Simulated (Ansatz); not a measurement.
# CH₅FOSSi₂: a ladder of functionals and wavefunction methods

How much do the methods differ for CH₅FOSSi₂? The plan is to run it at one geometry with functionals of several rungs and with coupled cluster, and see how far each lands from CCSD(T) at the basis-set limit for the atomisation energy.

Method: functionals in def2-TZVPP, the program's frozen cores in correlated methods; program: Ansatz 0.2.0, Gaussian basis.

Plan: PBE-D4, r2SCAN-D4, PBE0-D4, B3LYP-D4, ωB97X-V, ωB97M-V, B2PLYP; CCSD(T)/def2-TZVPP; MP2/def2-QZVPP; extrapolation to the limit.

## (1) Structure used throughout

An earlier PBE0-D4 in a triple-zeta def2 set relaxation fixed the geometry.

11 atoms, charge 0, spin multiplicity 1.

Atoms are counted from 1 here; the program's logs count them from 0.

Bond lengths: F1–Si2 1.596 Å, Si2–Si3 2.347 Å, Si2–O4 1.670 Å, Si2–H7 1.477 Å, Si3–H8 1.486 Å, Si3–H9 1.485 Å, Si3–H10 1.486 Å, O4–C5 1.333 Å, C5–S6 1.604 Å, C5–H11 1.096 Å. Angles: F1–Si2–Si3 108.7°, F1–Si2–O4 107.8°, F1–Si2–H7 108.3°, Si3–Si2–O4 112.0°, Si3–Si2–H7 115.8°, O4–Si2–H7 103.9°, Si2–Si3–H8 110.4°, Si2–Si3–H9 108.6°, Si2–Si3–H10 108.8°, H8–Si3–H9 109.6°, H8–Si3–H10 109.6°, H9–Si3–H10 109.8°, Si2–O4–C5 126.5°, O4–C5–S6 124.4°, O4–C5–H11 114.0°, S6–C5–H11 121.7°.

## (2) PBE-D4 (GGA)

in.yaml

```yaml
crystal:
  periodic: [false, false, false]
  atoms:
    - {symbol: F, position_ang: [-0.589228, 1.829458, 1.255742]}
    - {symbol: Si, position_ang: [0.361153, 1.103680, 0.198886]}
    - {symbol: Si, position_ang: [1.040534, -0.958817, 1.088213]}
    - {symbol: O, position_ang: [-0.500486, 0.919868, -1.219240]}
    - {symbol: C, position_ang: [-1.426937, -0.004975, -1.470379]}
    - {symbol: S, position_ang: [-2.249223, -0.113174, -2.843205]}
    - {symbol: H, position_ang: [1.446360, 2.036707, -0.164449]}
    - {symbol: H, position_ang: [-0.142983, -1.780685, 1.452016]}
    - {symbol: H, position_ang: [1.862865, -0.704863, 2.298837]}
    - {symbol: H, position_ang: [1.851442, -1.675486, 0.070161]}
    - {symbol: H, position_ang: [-1.588298, -0.708914, -0.645985]}
basis:
  gaussian: {orbitals: def2-TZVPP}
hamiltonian: {xc: pbe, dispersion: d4}
output: {forces: true, orbitals: {seedname: orbitals}}
```

On the command line:

```
$ ansatz run in.yaml --threads 4 --pin off --events-out ev --progress --plain --max-ram 10444MiB
```

The runs that follow: r2SCAN-D4 (meta-GGA); PBE0-D4 (hybrid); B3LYP-D4 (hybrid); ωB97X-V (range-separated); ωB97M-V (range-separated); B2PLYP (double hybrid); CCSD(T) in def2-TZVPP; MP2 in def2-QZVPP.

Before running them: what should the planned runs give, taken together? Wanted: atomisation energy, CCSD(T)/CBS; farthest; mean size of error, hybrid; mean size of error, range-separated; gap, smallest and largest; T1 diagnostic; triples share of the correlation energy.

The runs gave:

| quantity | value |
| --- | --- |
| atomisation energy, CCSD(T)/CBS | 938.8 kcal/mol |
| functionals within 4.7 kcal/mol (0.5 %) | r2SCAN-D4, ωB97X-V, ωB97M-V |
| farthest | B2PLYP (-14.5 kcal/mol) |
| mean size of error, hybrid | 6.5 kcal/mol |
| mean size of error, range-separated | 2.0 kcal/mol |
| gap, smallest and largest | 2.78 eV (PBE-D4), 9.50 eV (ωB97X-V) |
| T1 diagnostic | 0.0160 |
| triples share of the correlation energy | 4.0 % |

What this shows: PBE-D4 misses by +13.4 kcal/mol. Double hybrids carry the basis error of their MP2 part in triple zeta, and no dispersion term here, so their miss is partly the set-up's. Misses under about 4.7 kcal/mol are within the doubt on the reference itself, which lacks core-valence correlation, relativity and higher excitations. Hartree-Fock recovers 71 % of the binding; the rest is correlation. Orbital gaps span 2.8 to 9.5 eV; exact exchange widens them. The restricted reference is unstable towards a spin-broken one.
